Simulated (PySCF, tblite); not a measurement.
**C3H11BrSi2: geometry, infrared bands and NMR shifts**

Wanted: the infrared bands and NMR shifts of C3H11BrSi2 (`C[SiH2]C[C@@H]([SiH3])Br`), by calculation.

Programs: tblite 0.8.0 and PySCF 2.14.0, with density-fitted response routines of our own. Each step states its level of theory. These are calculated values for one molecule in the gas phase, unless marked as measured. Atoms are numbered from 0 throughout.

## Step 1: The starting structure

17 atoms, charge 0, multiplicity 1; geometry from: force field or distance geometry start.

Bonds of the start (Å): C0–Si1 1.89, Si1–C2 1.85, C2–C3 1.51, C3–Si4 1.88, C3–Br5 1.94, C0–H6 1.13, C0–H7 1.10, C0–H8 1.09, Si1–H9 1.48, Si1–H10 1.47, C2–H11 1.11, C2–H12 1.11, C3–H13 1.11, Si4–H14 1.45, Si4–H15 1.48, Si4–H16 1.46.

## Step 2: Optimising the geometry with GFN2-xTB

What the job is given:

```
{"job": {"kind": "relax", "xc": "GFN2-xTB", "basis": "xTB"}, "charge": 0, "multiplicity": 1}
C      2.726700     0.018000    -0.305600
Si     0.986100    -0.403400     0.300000
C     -0.157800     1.009200    -0.025100
C     -1.274600     0.503000    -0.913400
Si    -2.116600    -0.872100     0.054100
Br    -2.623200     1.839800    -1.286700
H      2.720800     1.132600    -0.494600
H      2.851800    -0.470000    -1.280400
H      3.430100    -0.297900     0.471500
H      1.026800    -0.574200     1.772100
H      0.542900    -1.613000    -0.407500
H      0.397600     1.768100    -0.606300
H     -0.549900     1.392400     0.935400
H     -0.895400     0.080300    -1.867400
H     -1.095300    -1.559800     0.811400
H     -3.124400    -0.218000     0.924800
H     -2.852700    -1.723000    -0.883800
```

The run is started by

```bash
$ OMP_NUM_THREADS=1 python probes_run.py task.json out
```

The driver reads the jobs from task.json and runs them one after another.

**Question.** This job is followed by: GFN2-xTB harmonic vibrations, gas phase; GIAO PBE0/pcSseg-1 NMR shielding, non-relativistic, gas phase. Predict these results of the whole session: strongest single infrared mode (GFN2-xTB); zero-point energy (GFN2-xTB); 13C shifts against TMS (PBE0/pcSseg-1); 1H shifts against TMS (PBE0/pcSseg-1, means over atoms taken as alike); 29Si shifts against TMS (PBE0/pcSseg-1); 79Br shifts against HBr (PBE0/pcSseg-1).

As calculated:

```
                                                              quantity                                         value
                             strongest single infrared mode (GFN2-xTB)                          793 cm⁻¹, 391 km/mol
                                          zero-point energy (GFN2-xTB)                                 76.5 kcal/mol
                                13C shifts against TMS (PBE0/pcSseg-1)                          46.4, 28.2, -6.6 ppm
1H shifts against TMS (PBE0/pcSseg-1, means over atoms taken as alike)  4.21, 4.12, 4.04, 3.73, 1.87, 1.66, 0.19 ppm
                               29Si shifts against TMS (PBE0/pcSseg-1)                              -43.6, -60.4 ppm
                               79Br shifts against HBr (PBE0/pcSseg-1)                                       604 ppm
```

**Reading.** Over 156 steps the energy fell by 0.859 eV; of the close pairs, C3–Br5 changed most, 1.935 to 2.000 Å. No mode is imaginary among the 45: a minimum at this level. The strongest single mode, at 793 cm⁻¹, is carried by H16, H14, H15. Unscaled tight-binding wavenumbers are off by several per cent, some by more. Its intensities can rank the bands wrongly. C3 stands next to heavy halogen, whose spin-orbit shielding this run leaves out, so the computed shift lies too far downfield, most of all for carbon beside Br or I. At PBE0/pcSseg-1: Shielding is most anisotropic at Br5 (span 1701 ppm, paramagnetic term -1106 ppm). Spin-orbit coupling is left out, which matters for shieldings and couplings at and beside the heavy atoms.
